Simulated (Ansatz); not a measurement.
Hf2Pd2Se2Br2O3:

```
Hf Pd Se Br O
1.0
     5.75899    0.00000    0.00000
    -2.87949    4.98743    0.00000
     0.00000    0.00000    8.52547
Hf Pd Se Br O
2 2 2 2 3
Direct
  0.33333 0.66667 0.54201
  0.66667 0.33333 0.54201
  0.33333 0.66667 0.12880
  0.66667 0.33333 0.12880
  0.33333 0.66667 0.85572
  0.66667 0.33333 0.85572
  0.00000 0.00000 0.13895
  0.00000 0.00000 0.65384
  0.50000 0.00000 0.42963
  0.00000 0.50000 0.42963
  0.50000 0.50000 0.42963
```

The cell was built by a generator and needn't be a form met in nature.

- Program: Ansatz 0.2.0
- Task: relaxation of cell and atoms
- Functional: revPBE
- Potentials or basis: Ansatz PAW
- Cutoff: 420 eV (not typed: the program's choice for these potentials)
- k mesh: 4 × 4 × 3
- Occupations: fermi-dirac, width 0.05 eV
- Spin: no spin polarisation

At the start: volume 22.26 Å³/atom.

**Question.** How do energy, volume and symmetry change on relaxing?

**Answer.** It ends after 19 steps and the volume is 29.24 Å³/atom (+31.4 %); space group P6mm (No. 183, to 0.05 Å).

Step by step:
```tsv
step	energy change (eV)	largest force (eV/Å)	volume (Å³)
1	0.0000	0.0946	244.87
2	-0.0725	0.1951	258.06
3	-0.0905	0.3265	266.22
4	-0.0985	0.0253	273.68
5	-0.0997	0.0225	274.91
6	-0.1002	0.0076	274.51
7	-0.1582	0.0141	274.51
8	-0.1739	0.1269	284.89
9	-0.1691	0.0703	300.13
10	-0.1712	0.0601	299.14
11	-0.1722	0.0032	298.72
12	-0.2120	0.0085	298.72
13	-0.2122	0.0806	306.76
14	-0.2093	0.0090	312.62
15	-0.2255	0.0069	312.62
16	-0.2232	0.0213	318.03
17	-0.2219	0.0324	319.58
18	-0.2203	0.0063	321.68
19	-0.2292	0.0052	321.68
```

Final structure:
```
Hf Pd Se Br O
1.0
     5.89359    0.00000    0.00000
    -2.94679    5.10400    0.00000
     0.00000    0.00000   10.69382
Hf Pd Se Br O
2 2 2 2 3
Direct
  0.33333 0.66667 0.57231
  0.66667 0.33333 0.57231
  0.33333 0.66667 0.04591
  0.66667 0.33333 0.04591
  0.33333 0.66667 0.82869
  0.66667 0.33333 0.82869
  0.00000 0.00000 0.09608
  0.00000 0.00000 0.67208
  0.50000 0.00000 0.49091
  0.00000 0.50000 0.49091
  0.50000 0.50000 0.49091
```

Caveat: the volume moved by over 15 % at a fixed basis, so the end points are rough; the plane-wave basis is chosen anew once the cell has moved, so the energies of steps on either side of that aren't comparable; this functional lacks dispersion, which binds the layers, so the pressure and a relaxed spacing across them are unreliable, and here the layers came unbound; the PAW data sets come from PBE, with cores solved anew for the run's functional, which leaves a small shift of forces and pressure.
